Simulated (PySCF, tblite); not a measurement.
# C₄H₇BF₂O: geometry, infrared bands and NMR shifts

Wanted: the infrared bands and NMR shifts of C₄H₇BF₂O (`FB(F)[C@H]1CCOC1`), by calculation.

Computed with tblite 0.8.0 and PySCF 2.14.0, with density-fitted response routines of our own, on a single molecule in the gas phase. Atoms count from 0, in the outputs and in this text.

## 1. The molecule as given

15 atoms, charge 0, multiplicity 1; geometry from: force field or distance geometry start.

Bonds of the start (Å): F0–B1 1.47, B1–F2 1.43, B1–C3 1.56, C3–C4 1.52, C4–C5 1.53, C5–O6 1.38, O6–C7 1.39, C7–C3 1.49, C3–H8 1.12, C4–H9 1.10, C4–H10 1.09, C5–H11 1.09, C5–H12 1.13, C7–H13 1.10, C7–H14 1.12.

## 2. Optimising the geometry with GFN2-xTB

What the job is given:

```
{"job": {"kind": "relax", "xc": "GFN2-xTB", "basis": "xTB"}, "charge": 0, "multiplicity": 1}
F      2.839700    -0.163800     1.400800
B      2.017000     0.057600     0.201000
F      2.736100     0.270400    -1.015300
C      0.497300    -0.244600     0.344200
C     -0.382400     0.990800     0.289100
C     -1.722100     0.273600     0.113900
O     -1.456700    -0.930400    -0.507900
C     -0.103100    -1.006300    -0.793400
H      0.269100    -0.827700     1.273100
H     -0.197300     1.530700    -0.651700
H     -0.334400     1.601300     1.186800
H     -2.466000     0.893200    -0.397100
H     -2.036000     0.029000     1.173100
H      0.283800    -2.034500    -0.894100
H      0.050700    -0.431300    -1.744600
```

Run with:

```sh
$ OMP_NUM_THREADS=1 python probes_run.py task.json out
```

This one command runs all jobs of the session in turn.

**Question.** This job is followed by: GFN2-xTB harmonic vibrations, gas phase; GIAO PBE0/pcSseg-1 NMR shielding, non-relativistic, gas phase. What will the session give for the following? strongest single infrared mode (GFN2-xTB); zero-point energy (GFN2-xTB); ¹³C shifts against TMS (PBE0/pcSseg-1); ¹H shifts against TMS (PBE0/pcSseg-1); ¹⁹F shifts against CFCl3 (PBE0/pcSseg-1, means over atoms taken as alike); ¹¹B shifts against BF3·OEt2 (PBE0/pcSseg-1); ¹⁷O shifts against H2O (PBE0/pcSseg-1); surface potential, 1st and 99th percentile.

As calculated:

| quantity | value |
| --- | --- |
| strongest single infrared mode (GFN2-xTB) | 1274 cm⁻¹, 280 km/mol |
| zero-point energy (GFN2-xTB) | 71.1 kcal/mol |
| ¹³C shifts against TMS (PBE0/pcSseg-1) | 74.9, 71.1, 31.4, 29.8 ppm |
| ¹H shifts against TMS (PBE0/pcSseg-1) | 4.22, 4.21, 3.95, 3.46, 1.99, 1.82, 1.56 ppm |
| ¹⁹F shifts against CFCl3 (PBE0/pcSseg-1, means over atoms taken as alike) | -69.8 ppm |
| ¹¹B shifts against BF3·OEt2 (PBE0/pcSseg-1) | 28.8 ppm |
| ¹⁷O shifts against H2O (PBE0/pcSseg-1) | 66.2 ppm |
| surface potential, 1st and 99th percentile | -1.45 V and 1.89 V |

In words: Over 92 steps the energy fell by 1.009 eV; of the close pairs, F0–B1 changed most, 1.472 to 1.316 Å. All 39 modes are real, so the xTB geometry is a minimum. The strongest single mode, at 1274 cm⁻¹, is spread over many atoms; the largest shares are those of B1, F2. GFN2-xTB is a fitted tight-binding method: band positions and strengths are rough. Its intensities can rank the bands wrongly. At PBE0/pcSseg-1: The widest tensor belongs to F0, F2: span 309 ppm, with a paramagnetic part of -227 ppm.
